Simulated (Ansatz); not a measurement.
# SnO (P4/nmm): equation of state

The task here is to estimate one member of a computed series from the others.

Computed with Ansatz 0.2.0 (DFT PBE, scalar-relativistic, plane waves, PAW, unless a step's input says otherwise).

### Starting point

Symmetry: P4/nmm, No. 129, tetragonal system. The conventional cell has a = 3.868 Å, b = 3.868 Å, c = 5.068 Å, α = 90.00°, β = 90.00°, γ = 90.00°. Sn (site symmetry 4mm) is surrounded by 4 O at 2.25 Å. Around O (site symmetry -4m2) lie 4 Sn at 2.25 Å.

As a file:

```cif
data_structure
_symmetry_space_group_name_H-M 'P4/nmm:1'
_symmetry_Int_Tables_number 129
_cell_length_a 3.8683
_cell_length_b 3.8683
_cell_length_c 5.0676
_cell_angle_alpha 90.000
_cell_angle_beta 90.000
_cell_angle_gamma 90.000
_cell_volume 75.83
loop_
_atom_site_label
_atom_site_type_symbol
_atom_site_symmetry_multiplicity
_atom_site_Wyckoff_symbol
_atom_site_fract_x
_atom_site_fract_y
_atom_site_fract_z
_atom_site_occupancy
Sn1 Sn 2 c 0.00000 0.50000 0.22872 1
O1 O 2 a 0.00000 0.00000 0.00000 1
```

An earlier run at PBE left this cell at 18.957 Å³/atom and 0.01 GPa (10×10×8 mesh).

Volume factors to run: 0.980, 1.020, 0.960, 1.040.

The first run:

Contents of input.yaml:

```yaml
crystal:
  lattice:
    - [3.842290656, 0.0, 0.0]
    - [0.0, 3.842290656, 0.0]
    - [0.0, 0.0, 5.0336178321]
  atoms:
    - { symbol: Sn, position: [0.0, 0.5, 0.228717183] }
    - { symbol: Sn, position: [0.5, 0.0, 0.771282817] }
    - { symbol: O, position: [0.0, 0.0, 0.0] }
    - { symbol: O, position: [0.5, 0.5, 0.0] }
basis:
  ecutwfc: 420
  ecutrho_ratio: 4
kpoints:
  mp_grid: { grid: [10, 10, 8] }
hamiltonian:
  xc: pbe
scf:
  occupations: { method: gaussian, width: 0.05 }
output:
  forces: true
  stress: true
  eigenvalues: true
relax:
  f_tol: 0.01
  max_steps: 40
  cell: { stress_tol: 0.1, fix: [volume] }
```

Started as:

```
ansatz run input.yaml --threads 4 --pin off --max-ram 7168MiB --backend cpu --events-out ev --progress --plain --runs-dir out
```

Among the steps run: Volume × 0.980; At 1.020 of the relaxed volume; Volume × 0.960; Scaling the volume by 1.040.

One table of the session follows, with a row left open; its other results are not shown here.

It belongs to the step «Energy and pressure against volume». 

| volume (Å³/atom) | energy (meV/atom) | pressure (GPa) | gap (eV) |
| --- | --- | --- | --- |
| 18.199 | 2.19 | 0.99 | 0.23 |
| 18.578 | 0.54 | 0.47 | 0.37 |
| 18.957 | 0.00 | 0.01 | 0.50 |
| 19.336 | ? | ? | ? |
| 19.716 | 1.39 | -0.62 | 0.76 |

Estimate the missing values for volume (Å³/atom) = 19.336.

Worked estimate for «energy (meV/atom)». A straight line through the neighbours (18.957, 0.00) and (19.716, 1.39) gives 0.00 + (1.39 − 0.00) × (19.336 − 18.957) / (19.716 − 18.957) = 0.69; a parabola fitted to 3 rows on both sides gives 0.28.

The run gave: energy (meV/atom): 0.37; pressure (GPa): -0.37; gap (eV): 0.63. In «energy (meV/atom)» the line misses by +0.32 and the parabola by -0.09.
